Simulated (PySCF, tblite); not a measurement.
# B3H6N3O, a small molecule taken as a stand-in for a surface group (BN ring, B site): NMR shifts, core binding energies and electronic excitations

Wanted: the NMR shifts, core binding energies and electronic excitations for `OB1NBNBN1`.

Programs: tblite 0.8.0 and PySCF 2.14.0. All values are calculated, for the isolated system unless a continuum is named. Atoms count from 0, parts from 1.

### 1 Starting point

13 atoms, charge 0, multiplicity 1; geometry: distance geometry start.

### 2 Relaxing the cluster with GFN2-xTB

The job: settings as JSON, then the geometry in Å.

```
{"job": {"kind": "relax", "xc": "GFN2-xTB", "basis": "xTB"}, "charge": 0, "multiplicity": 1}
N     -0.486193     1.093086    -0.337444
B      0.775789     1.215131     0.505809
N      1.751624     0.054607     0.564364
B      1.157442    -1.087534    -0.235118
N     -0.273991    -1.441718     0.172471
B     -1.182475    -0.238865    -0.184784
O     -2.486353    -0.215220     0.506351
H     -0.344939     1.352820    -1.342655
H      0.611710     1.801703     1.516993
H      2.712410     0.277293     0.205276
H      1.340328    -1.062111    -1.404093
H     -0.631519    -2.284608    -0.302099
H     -2.987348     0.605626     0.299046
```

Level: GFN2-xTB geometry optimisation, gas phase.

Run with:

```console
> OMP_NUM_THREADS=1 python cluster_run.py task.json out
```

One launch serves the whole session: the jobs run in the order shown.

Log:

```text
step      E/eV     max force
  0    -534.95482    4.014
  1    -535.69890    2.714
  2    -536.45135    2.401
  3    -536.64575    1.438
  4    -536.84464    1.558
  5    -537.05658    2.136
  6    -537.31743    2.283
  7    -537.48940    1.197
  8    -537.59194    0.695
  9    -537.65824    0.738
 10    -537.72425    0.707
 11    -537.77868    0.690
 12    -537.82416    0.562
 13    -537.86824    0.536
 14    -537.92655    0.738
 15    -537.99877    0.836
 16    -538.08405    0.876
 17    -538.15604    0.814
 18    -538.22692    0.850
 19    -538.28330    1.004
 20    -538.36667    0.977
 21    -538.48108    1.818
 22    -538.64444    2.244
 23    -538.80164    0.964
 24    -538.85275    1.741
 25    -538.95869    0.884
 26    -539.05927    1.019
 27    -539.19584    0.912
 28    -539.29364    0.907
 29    -539.33808    0.903
 30    -539.39397    0.749
 31    -539.42670    0.536
 32    -539.45304    0.564
 33    -539.47123    0.397
 34    -539.48393    0.295
 35    -539.49643    0.288
 36    -539.50549    0.290
 37    -539.51340    0.363
 38    -539.51971    0.284
 39    -539.52520    0.327
 40    -539.53001    0.186
 41    -539.53517    0.187
 42    -539.54091    0.183
 43    -539.54761    0.201
 44    -539.55271    0.150
 45    -539.55598    0.136
 46    -539.55823    0.119
 47    -539.56006    0.117
 48    -539.56159    0.103
 49    -539.56286    0.086
 50    -539.56392    0.087
 51    -539.56491    0.099
 52    -539.56607    0.100
 53    -539.56760    0.109
 54    -539.56965    0.124
 55    -539.57193    0.159
 56    -539.57372    0.139
 57    -539.57471    0.080
 58    -539.57521    0.053
 59    -539.57558    0.063
 60    -539.57591    0.056
 61    -539.57613    0.033
 62    -539.57625    0.018
 63    -539.57632    0.017
 64    -539.57636    0.019
 65    -539.57640    0.020
 66    -539.57644    0.020
 67    -539.57649    0.018
 68    -539.57654    0.018
 69    -539.57657    0.013
 70    -539.57659    0.012
 71    -539.57660    0.015
 72    -539.57662    0.012
 73    -539.57663    0.007
```

It took 1.3 s on 1 thread of Arm Neoverse V1, shared host.

Along the way:

| step | energy from step 0 (eV) | largest force (eV/Å) |
| --- | --- | --- |
| 0 | 0.0000 | 4.0137 |
| 3 | -1.6909 | 1.4380 |
| 6 | -2.3626 | 2.2830 |
| 9 | -2.7034 | 0.7379 |
| 12 | -2.8693 | 0.5615 |
| 15 | -3.0439 | 0.8359 |
| 18 | -3.2721 | 0.8499 |
| 21 | -3.5263 | 1.8183 |
| 24 | -3.8979 | 1.7399 |
| 27 | -4.2410 | 0.9116 |
| 30 | -4.4391 | 0.7487 |
| 33 | -4.5164 | 0.3968 |
| 36 | -4.5507 | 0.2892 |
| 39 | -4.5704 | 0.3262 |
| 42 | -4.5861 | 0.1828 |
| 45 | -4.6012 | 0.1365 |
| 48 | -4.6068 | 0.1030 |
| 51 | -4.6101 | 0.0990 |
| 54 | -4.6148 | 0.1233 |
| 57 | -4.6199 | 0.0801 |
| 60 | -4.6211 | 0.0559 |
| 63 | -4.6215 | 0.0175 |
| 66 | -4.6216 | 0.0203 |
| 69 | -4.6217 | 0.0132 |
| 72 | -4.6218 | 0.0122 |
| 73 | -4.6218 | 0.0071 |

Distances of close pairs at the start and the end, largest changes first:

| bond | before (Å) | after (Å) | change (Å) |
| --- | --- | --- | --- |
| N4–B5 | 1.549 | 1.424 | -0.125 |
| B3–N4 | 1.530 | 1.412 | -0.118 |
| B5–O6 | 1.476 | 1.368 | -0.108 |
| N0–B1 | 1.523 | 1.416 | -0.107 |
| B1–N2 | 1.517 | 1.416 | -0.101 |
| N2–B3 | 1.515 | 1.420 | -0.096 |
| N0–B5 | 1.511 | 1.432 | -0.079 |
| N2–H9 | 1.050 | 1.008 | -0.041 |

### 3 Geometry optimisation at PBE0-D3(BJ)/def2-SVP

The job: settings as JSON, then the geometry in Å.

```
{"job": {"xc": "PBE0", "basis": "def2-SVP", "d3": "d3bj", "grid": 2, "kind": "geom", "shake": 0.01}, "charge": 0, "multiplicity": 1}
N     -0.546514     1.049931     0.252776
B      0.828665     1.249760     0.345459
N      1.629836     0.121933     0.086282
B      1.166959    -1.151375    -0.249047
N     -0.273448    -1.280134    -0.340921
B     -1.160522    -0.179165    -0.093524
O     -2.495025    -0.393007    -0.195488
H     -1.153466     1.871483     0.419119
H      1.291004     2.304262     0.645681
H      2.647398     0.230675     0.171182
H      1.831152    -2.071470    -0.439711
H     -0.682312    -2.158150    -0.561919
H     -3.073519     0.387885    -0.032485
```

Log:

```text
step   0  E = -317.34930792  max force = 0.053367
step   1  E = -317.35648128  max force = 0.010784
step   2  E = -317.35666767  max force = 0.006795
step   3  E = -317.35680586  max force = 0.003747
step   4  E = -317.35688546  max force = 0.000845
step   5  E = -317.35688745  max force = 0.000192
optimisation converged
```

Run time: 45 s. Hardware: 1 thread of Arm Neoverse V1, shared host; peak memory 0.71 GiB.

The steps of the relaxation:

| step | energy from step 0 (eV) | largest force component (eV/Å) |
| --- | --- | --- |
| 0 | 0.0000 | 2.7442 |
| 1 | -0.1952 | 0.5545 |
| 2 | -0.2003 | 0.3494 |
| 3 | -0.2040 | 0.1927 |
| 4 | -0.2062 | 0.0435 |
| 5 | -0.2062 | 0.0099 |

Close pairs (by a distance rule), those that changed most:

| bond | before (Å) | after (Å) | change (Å) |
| --- | --- | --- | --- |
| B3–H10 | 1.151 | 1.210 | +0.059 |
| N2–B3 | 1.396 | 1.430 | +0.035 |
| N0–B1 | 1.393 | 1.426 | +0.033 |
| B3–N4 | 1.449 | 1.420 | -0.029 |
| O6–H12 | 0.985 | 0.960 | -0.026 |
| N0–H7 | 1.035 | 1.012 | -0.023 |
| N0–B5 | 1.417 | 1.439 | +0.022 |
| B1–H8 | 1.190 | 1.211 | +0.021 |

The end geometry stands in the next job.

| at the end point | value |
| --- | --- |
| point group (found at 0.08 Å tolerance) | Cs |
| rotational constants (GHz, main isotopes) | 5.221, 2.467, 1.675 |
| dipole moment (D) | 1.63 |

### 4 Nuclear shieldings: PBE0/pcSseg-1

The job: settings as JSON, then the geometry in Å.

```
{"job": {"kind": "nmr", "xc": "PBE0", "basis": "pcSseg-1"}, "charge": 0, "multiplicity": 1}
N     -0.617220     1.072221     0.195950
B      0.795101     1.241827     0.292354
N      1.620329     0.108382     0.034741
B      1.081201    -1.171023    -0.309790
N     -0.331358    -1.288203    -0.393532
B     -1.217863    -0.189241    -0.147060
O     -2.568065    -0.400673    -0.250837
H     -1.199080     1.879203     0.379967
H      1.272967     2.315170     0.583838
H      2.623652     0.212279     0.099723
H      1.804954    -2.117539    -0.521530
H     -0.744375    -2.180053    -0.634396
H     -3.099350     0.378444    -0.071933
```

Method: GIAO PBE0/pcSseg-1 NMR shielding, non-relativistic, gas phase.

Log:

```text
coarse grid: 11256 points
cycle   1  E = -317.3840069801  dE =  1.025e+00  |g| = 7.853e-01  |ddm| = 3.139e+00
cycle   2  E = -317.3003705068  dE =  8.364e-02  |g| = 1.049e+00  |ddm| = 1.173e+00
cycle   3  E = -317.5058521636  dE = -2.055e-01  |g| = 7.527e-02  |ddm| = 7.044e-01
cycle   4  E = -317.5067461752  dE = -8.940e-04  |g| = 4.031e-02  |ddm| = 7.364e-02
cycle   5  E = -317.5070551376  dE = -3.090e-04  |g| = 9.953e-03  |ddm| = 2.749e-02
cycle   6  E = -317.5070759469  dE = -2.081e-05  |g| = 1.816e-03  |ddm| = 7.133e-03
cycle   7  E = -317.5070766584  dE = -7.115e-07  |g| = 4.920e-04  |ddm| = 1.540e-03
final grid: 110040 points
cycle   8  E = -317.5447968284  dE = -2.843e-05  |g| = 1.037e-02  |ddm| = 1.977e-02
cycle   9  E = -317.5447727778  dE =  2.405e-05  |g| = 1.528e-02  |ddm| = 1.516e-02
cycle  10  E = -317.5448188966  dE = -4.612e-05  |g| = 8.101e-04  |ddm| = 8.735e-03
cycle  11  E = -317.5448190123  dE = -1.157e-07  |g| = 2.718e-04  |ddm| = 6.763e-04
cycle  12  E = -317.5448190245  dE = -1.223e-08  |g| = 6.696e-05  |ddm| = 1.683e-04
cycle  13  E = -317.5448190255  dE = -9.327e-10  |g| = 1.965e-05  |ddm| = 5.367e-05
converged SCF energy = -317.5448190255

GIAO shielding tensors (ppm)
atom      isotropic    diamagn.    paramagn.     s11        s22        s33       span
  0 N      145.286     325.754    -180.468     47.577    174.009    214.273    166.696
  1 B       72.204     196.210    -124.006     43.647     60.678    112.287     68.640
  2 N      126.953     323.669    -196.716    -11.329    159.528    232.660    243.989
  3 B       72.250     196.083    -123.832     43.505     60.519    112.727     69.221
  4 N      143.448     323.741    -180.293     40.564    165.709    224.070    183.506
  5 B       78.579     196.269    -117.690     68.063     68.234     99.441     31.379
  6 O      244.075     384.814    -140.739    180.856    275.384    275.985     95.130
  7 H       27.258      32.519      -5.261     22.318     27.001     32.454     10.136
  8 H       26.608      29.291      -2.683     23.934     26.908     28.980      5.046
  9 H       26.086      30.333      -4.247     22.117     25.416     30.725      8.607
 10 H       26.571      28.828      -2.257     23.952     26.781     28.979      5.027
 11 H       26.573      30.805      -4.232     21.558     26.435     31.727     10.169
 12 H       28.714      31.001      -2.287     21.693     25.476     38.973     17.280
```

Wall time 12 s (1 thread of Arm Neoverse V1, shared host); peak memory 0.8 GiB.

Shifts follow as δ = σ(reference) − σ, with reference shieldings (ppm) from runs at the same level and on the same kind of geometry: 1H TMS 31.27, 15N NH3 265.7, 17O H2O 334.6, 11B BF3·OEt2 100.7. The references are single molecules in the gas phase, so shifts against H2O, NH3, PH3, H3PO4 or CFCl3 are not on the usual liquid scales and can be off by tens of ppm.

| atoms | environment | σ (ppm) | δ (ppm) |
| --- | --- | --- | --- |
| H9 | hydrogen on a nitrogen bonded to 2 B | 26.09 | 5.18 |
| H10 | hydrogen on a boron bonded to 2 N | 26.57 | 4.70 |
| H11 | hydrogen on a nitrogen bonded to 2 B | 26.57 | 4.69 |
| H8 | hydrogen on a boron bonded to 2 N | 26.61 | 4.66 |
| H7 | hydrogen on a nitrogen bonded to 2 B | 27.26 | 4.01 |
| H12 | hydrogen on an oxygen bonded to B | 28.71 | 2.55 |
| N2 | nitrogen bonded to 2 B, H | 127.0 | 138.7 |
| N4 | nitrogen bonded to 2 B, H | 143.4 | 122.2 |
| N0 | nitrogen bonded to 2 B, H | 145.3 | 120.4 |
| B1 | boron bonded to 2 N, H | 72.2 | 28.5 |
| B3 | boron bonded to 2 N, H | 72.3 | 28.5 |
| B5 | boron bonded to 2 N, O | 78.6 | 22.2 |
| O6 | oxygen bonded to B, H | 244.1 | 90.5 |

The run also stored atomic charges by several schemes (e):

| atoms | Mulliken | IAO | Hirshfeld | ESP fit |
| --- | --- | --- | --- | --- |
| N0 | -0.56 | -0.49 | -0.24 | -0.81 |
| B1 | 0.33 | 0.18 | 0.15 | 0.50 |
| N2 | -0.54 | -0.46 | -0.23 | -0.65 |
| B3 | 0.33 | 0.18 | 0.16 | 0.44 |
| N4 | -0.54 | -0.48 | -0.24 | -0.73 |
| B5 | 0.53 | 0.46 | 0.24 | 0.82 |
| O6 | -0.42 | -0.56 | -0.27 | -0.73 |

Mayer bond orders: N0–B1 1.17, B1–N2 1.17, N2–B3 1.14, B3–N4 1.19, N4–B5 1.09, B5–O6 1.22, B5–N0 1.08.

Ring of atoms N0, B1, N2, B3, N4, B5: NICS(0) -3.2, NICS(1) -2.9, NICS(1)zz -4.0 ppm (means of both faces).

(Part 1 of 2 ends here.)
